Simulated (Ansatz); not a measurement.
CH4N2SSi, SMILES NC1=N[SiH2]S1, a ladder of methods at one geometry

Run with Ansatz's Python interface.

`ch4n2ssi.py`:
```python
'''One geometry of CH4N2SSi, method by method.'''

from pathlib import Path

import ansatz
from ase import Atoms
import numpy as np

BASIS_SET = 'cc-pVDZ'

atoms = Atoms(['N', 'C', 'N', 'Si', 'S', 'H', 'H', 'H', 'H'], positions=[
    (0.8283, 1.464, -0.8856),
    (0.2198, 0.4826, -0.237),
    (0.7265, -0.4564, 0.4407),
    (-0.6031, -1.2785, 0.9353),
    (-1.4707, 0.1986, -0.2624),
    (1.7663, 1.3997, -1.089),
    (0.2671, 1.8671, -1.6719),
    (-0.7104, -2.62, 0.3251),
    (-0.9354, -1.1035, 2.4277),
])
molecule = ansatz.Crystal.molecule_from_ase(atoms)

calc = molecule.calculation().basis(gaussian=BASIS_SET)

print('functional    E (Ha)        dipole (D)   HOMO (eV)  LUMO (eV)')
for name in ['hse06', 'lc_wpbe', 'pbe0', 'revpbe', 'blyp']:
    r = calc.functional(name).forces().orbitals().run(runs_dir='runs').report
    lines = Path(r['orbitals_path']).read_text().splitlines()
    field_of = lambda key: [line.split('=')[1].strip() for line in lines if line.startswith(key)]
    orbitals = [(27.211386 * float(e), s, float(n)) for e, s, n in zip(field_of('Ene='), field_of('Spin='), field_of('Occup='))]
    homo = max(e for e, _, n in orbitals if n > 0.5)
    lumo = min(e for e, _, n in orbitals if n < 0.5)
    dipole = 4.803205 * np.linalg.norm(r['charge_distribution']['dipole_moment_e_ang'])
    print(f'{name:10s} {r["free_energy_ev"] / 27.211386246:14.6f} {dipole:9.3f} {homo:11.3f} {lumo:10.3f}')
```

`python ch4n2ssi.py` gives:
```text
functional    E (Ha)        dipole (D)   HOMO (eV)  LUMO (eV)
hse06         -837.244456     1.768      -5.964     -0.172
lc_wpbe       -837.384274     1.710      -9.112      2.465
pbe0          -837.265539     1.765      -6.367      0.206
revpbe        -837.512129     1.845      -4.876     -0.558
blyp          -837.619845     1.803      -4.731     -0.480
```

Caveats:
- Total energies depend on the basis set; only differences at equal settings carry meaning.
- The geometry is a force-field or estimated start, not a minimum of this method, and the basis set is short of its limit. A lower total doesn't mark the better method: functionals have no common bound, and MP2 and coupled cluster aren't variational.
- Levels such as HOMO and LUMO are orbital energies: with these approximate functionals they aren't the ionisation energy and electron affinity, and their gap isn't the fundamental gap.
- For Al to Cl the sets with a tight d function, cc-pV(X+d)Z, are usual.
- hse06 follows the composition of plane-wave codes, whose totals differ by tens of mHa, up to about 0.1 Ha, from the form usual in Gaussian-basis programs (wpbeh).
- It ran for 23 s on 1 thread of Arm Neoverse V1, with other jobs on the host, peak memory 0.28 GiB.

(Lines on the test bed's own set-up are left out of the output.)
